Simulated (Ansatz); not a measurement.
# Al: the cost of one run

Program: Ansatz 0.2.0. Level of theory: DFT LDA, scalar-relativistic, plane waves, PAW. These are calculated values, not measurements.

39 further runs of the same task are left out: 39 set aside as unsound or not needed.

### Step 1. The system as given

It takes space group P6_3/mmc (No. 194, hexagonal). Conventional cell: a = 2.802 Å, b = 2.802 Å, c = 4.686 Å, α = 90.00°, β = 90.00°, γ = 120.00°. Al (site symmetry -6m2) is surrounded by 12 Al at 2.80 to 2.85 Å.

Coordinates:

```
CELL_PARAMETERS angstrom
2.80246 0.00000 0.00000
-1.40123 2.42701 0.00000
0.00000 0.00000 4.68623
ATOMIC_POSITIONS crystal
Al 0.66667 0.33333 0.75000
Al 0.33333 0.66667 0.25000
```

It goes back to an entry of the Materials Project, which need not be the stable form.

It is the result of an earlier relaxation at this level (volume 15.94 Å³/atom; gap on the mesh: none (metal)).

### Step 2. Plan of the line

The energy is mapped over the lattice constants a and c of the conventional cell.

First coordinate, lattice constant a (and b): 9 values from 2.606 to 2.999 Å. Second coordinate, lattice constant c: 9 values from 4.311 to 5.061 Å.

Nothing else is relaxed (symmetry fixes all fractional coordinates). Energies count from the relaxed crystal. Points are written as (first, second).

### Step 3. Grid point (2.606 Å, 4.311 Å)

input.yaml

```yaml
crystal:
  lattice:
    - [2.6063, 0.0, 0.0]
    - [-1.30315, 2.2571220099, 0.0]
    - [0.0, 0.0, 4.3113]
  atoms:
    - { symbol: Al, position: [0.6666666667, 0.3333333333, 0.75] }
    - { symbol: Al, position: [0.3333333333, 0.6666666667, 0.25] }
basis:
  ecutwfc: 420
kpoints:
  mp_grid: { grid: [18, 18, 10] }
hamiltonian:
  xc: lda
  pseudopotentials: { kind: paw, azcp: { folder: soft_1 } }
scf:
  occupations: { method: gaussian, width: 0.15 }
output:
  forces: true
  stress: true
  eigenvalues: true
```

On the command line:

```sh
$ ansatz run input.yaml --threads 1 --pin off --max-ram 2048MiB --backend cpu --events-out ev --progress --plain --runs-dir out
```

**Question.** How long does this run take on 1 thread of Arm Neoverse V2, shared host, and how much memory does it need?

About 2 s, with a peak of 0.29 GiB.
